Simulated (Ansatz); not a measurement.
# WC+ (sextet): wave-function methods side by side, def2-QZVPP

The task here is to estimate one member of a computed series from the others.

Computed with Ansatz 0.2.0, Gaussian basis. Level: def2-QZVPP, core rule «outside noble gas», up to 5 orbitals frozen.

To be run: UHF; ROHF; CCSD(T) on UHF.

## The system

The geometry is a PBE0/def2-TZVP stationary point (not a proven minimum) of the parent state, kept for this charge and spin. No spin-orbit coupling is included. Elements past krypton take def2 core potentials.

2 atoms, charge 1, spin multiplicity 6.

Atoms are counted from 1 here; the program's logs count them from 0.

Bond lengths: W1–C2 1.923 Å.

As a file:

```
W     0.0000    0.0000    0.0000
C     0.0000    0.0000    1.9232
```

Set-up of the first run:

in.yaml

```yaml
crystal:
  periodic: [false, false, false]
  atoms:
    - {symbol: W, position_ang: [0.000000, 0.000000, 0.000000]}
    - {symbol: C, position_ang: [0.000000, 0.000000, 1.923200]}
basis:
  gaussian: {orbitals: "def2-QZVPP.json"}
total_charge: 1
magnetization: {spin_polarized: true, initial_magnetization: 5}
hamiltonian: {xc: hf}
output: {orbitals: {seedname: orbitals}}
```

Run with:

```console
$ ansatz run in.yaml --threads 1 --pin off --events-out ev --progress --plain --max-ram 4096MiB --backend cpu
```

Steps of the session up to this table: UHF; ROHF; CCSD(T) on UHF.

One of the session's tables, all rows but one given; the rest of the session is left out.

| method | from UCCSD(T) (kJ/mol) |
| --- | --- |
| ROHF | +704.9 |
| UHF | +637.8 |
| UMP2 | ? |
| UCCSD | +43.1 |
| UCCSD(T) | 0 |

Estimate the missing values for UMP2.

The run gave: from UCCSD(T) (kJ/mol): +154.7. In the column «from UCCSD(T) (kJ/mol)» it lies between UCCSD (+43.1) and UHF (+637.8).

Caveats from the session: The determinant is far from a pure spin state, so its energy mixes those of several spin states (harmless only where they are near-degenerate, as at dissociation).
